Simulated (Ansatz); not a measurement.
Task: a calculation of the elastic constants of MgS, space group Fm-3m, with Ansatz's Python interface. Give the script and its output. Level of theory (first run): PBE, PAW, cutoff 490 eV, 7×7×7 k-points, fixed occupations.

```cif
data_structure
_symmetry_space_group_name_H-M 'P 1'
_symmetry_Int_Tables_number 1
_cell_length_a 3.6793
_cell_length_b 3.6793
_cell_length_c 3.6793
_cell_angle_alpha 60.000
_cell_angle_beta 60.000
_cell_angle_gamma 60.000
_cell_volume 35.22
loop_
_atom_site_label
_atom_site_type_symbol
_atom_site_fract_x
_atom_site_fract_y
_atom_site_fract_z
_atom_site_occupancy
Mg1 Mg 0.00000 0.00000 0.00000 1
S1 S 0.50000 0.50000 0.50000 1
```

`mgs_elastic.py`:
```python
'''Elastic constants of MgS.'''

from dataclasses import replace

import ansatz as az
import numpy as np

lattice = az.Lattice.of(
    (0.0, 2.60165, 2.60165),
    (2.60165, 0.0, 2.60165),
    (2.60165, 2.60165, 0.0),
)
sites = [
    ('Mg', (0.0, 0.0, 0.0)),
    ('S', (0.5, 0.5, 0.5)),
]
structure = az.Crystal(lattice=lattice)
for symbol, position in sites:
    structure = structure.atom(symbol, position)

calc = structure.calculation()
calc = calc.basis(18 * az.Ha).functional('pbe')
calc = calc.occupations('fixed').pseudopotentials('paw')
calc = calc.kpoints(7, 7, 7)
# first bring the cell to zero stress
rest = calc.relax(cell=True).run(threads=1).lattice
relaxed = az.Crystal(lattice=az.Lattice.of(rest.cell_ang))
for site in rest.sites:
    relaxed = relaxed.atom(site.symbol, site.position_frac)
calc = replace(calc, crystal=relaxed)
print('relaxed volume {:.3f} A^3'.format(abs(np.linalg.det(rest.cell_ang))))
outcome = calc.elastic(az.ElasticMode.CLAMPED_ION, amplitude=0.003).run(threads=1)
elastic = outcome.elastic

print(np.array2string(np.round(elastic.c_gpa, 1) + 0.0, suppress_small=True))
print('Voigt stress of the unstrained cell (GPa, tension positive):', np.round(elastic.sigma0_gpa, 3) + 0.0)
print('smallest eigenvalue of C:', round(elastic.stability.min_eigenvalue_gpa, 1), 'GPa; stable:', elastic.stability.stable)
# averaged moduli need a positive definite tensor
if elastic.stability.min_eigenvalue_gpa > 0:
    for name, value in elastic.moduli.to_plain().items():
        print(f'{name:14s} {value:9.3f}')
```

```console
$ python mgs_elastic.py
relaxed volume 35.759 A^3
[[138.7  41.7  41.7   0.    0.    0. ]
 [ 41.7 138.7  41.7   0.    0.    0. ]
 [ 41.7  41.7 138.7   0.    0.    0. ]
 [  0.    0.    0.   54.    0.    0. ]
 [  0.    0.    0.    0.   54.    0. ]
 [  0.    0.    0.    0.    0.   54. ]]
Voigt stress of the unstrained cell (GPa, tension positive): [-0.004 -0.004 -0.004  0.     0.     0.   ]
smallest eigenvalue of C: 54.0 GPa; stable: True
k_voigt_gpa       73.996
k_reuss_gpa       73.996
k_hill_gpa        73.996
g_voigt_gpa       51.794
g_reuss_gpa       51.652
g_hill_gpa        51.723
youngs_gpa       125.847
poisson            0.217
```

Caveats:
- A positive definite tensor excludes instabilities under uniform strain alone; phonons elsewhere in the zone can still be imaginary.
- The starting cell is as deposited in a crystallographic database; the results hold for this polymorph, which needn't be the stable one.
- The constants belong to the cell that was strained; where it wasn't relaxed first it may be under stress.
- Finished in 11 s on 1 thread of Arm Neoverse V2, on a shared host, peak memory 0.39 GiB.

(A comment or docstring line of the script was reworded after the run, the code is as it ran; lines on the test bed's own set-up are left out of the output.)
